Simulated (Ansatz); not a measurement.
OSi: the interaction energy of a dimer with the counterpoise correction, run with Ansatz 0.2.0, Python API.

`dimer.py`:
```python
# -*- coding: utf-8 -*-
"""Binding of a OSi dimer at a trial geometry."""

import ansatz

FIRST = [
    ("O", (-0.6519, 0.2355, -0.3296)),
    ("Si", (0.6519, -0.2355, 0.3296)),
]
SECOND = [
    ("O", (-1.2788, 0.8178, 2.2202)),
    ("Si", (-2.7746, 1.003, 1.9296)),
]

def energy(atoms, ghosts=()):
    molecule = ansatz.Crystal.molecule()
    for symbol, xyz in atoms:
        molecule = molecule.atom(symbol, xyz)
    calc = (
        molecule.calculation()
        .basis(gaussian="cc-pVDZ")
        .functional("r2scan")
    )
    deck = calc.input()
    if ghosts:
        deck = deck.set(ansatz.key.basis.gaussian.ghost_atoms, [{"symbol": s, "position_ang": list(xyz)} for s, xyz in ghosts])
    return ansatz.Session.from_dict(deck).plan().execute().report["free_energy_ev"]

# monomers in their own basis and in the basis of the dimer
both = energy(FIRST + SECOND)
alone = energy(FIRST) + energy(SECOND)
ghosted = energy(FIRST, SECOND) + energy(SECOND, FIRST)
print(f"dimer {both:.6f} eV")
print(f"interaction, uncorrected   {96.485332 * (both - alone):8.3f} kJ/mol")
print(f"interaction, counterpoise  {96.485332 * (both - ghosted):8.3f} kJ/mol")
print(f"basis-set superposition    {96.485332 * (alone - ghosted):8.3f} kJ/mol")
```

How large is the interaction at this pose, and how much of it is basis-set superposition?

Uncorrected it is -15.489 kJ/mol, with the counterpoise correction -5.671 kJ/mol; the difference, 9.82 kJ/mol, is the superposition error.

What the script printed:

```console
$ python dimer.py
dimer -19845.414797 eV
interaction, uncorrected    -15.489 kJ/mol
interaction, counterpoise    -5.671 kJ/mol
basis-set superposition       9.819 kJ/mol
```

Caveats:
- Total energies depend on the basis set; only differences at equal settings carry meaning.
- The dimer is a generated trial pose of unrelaxed monomers, not a minimum, so the figure is no binding energy, and the basis set is small.
- This level lacks the dispersion part of the attraction (electrostatics and induction are there), which can decide the sign where the interaction is weak.
- Hardware and time: 8 s on 1 thread of Intel(R) Xeon(R) Processor @ 2.30GHz, on a shared host, peak memory 0.21 GiB.
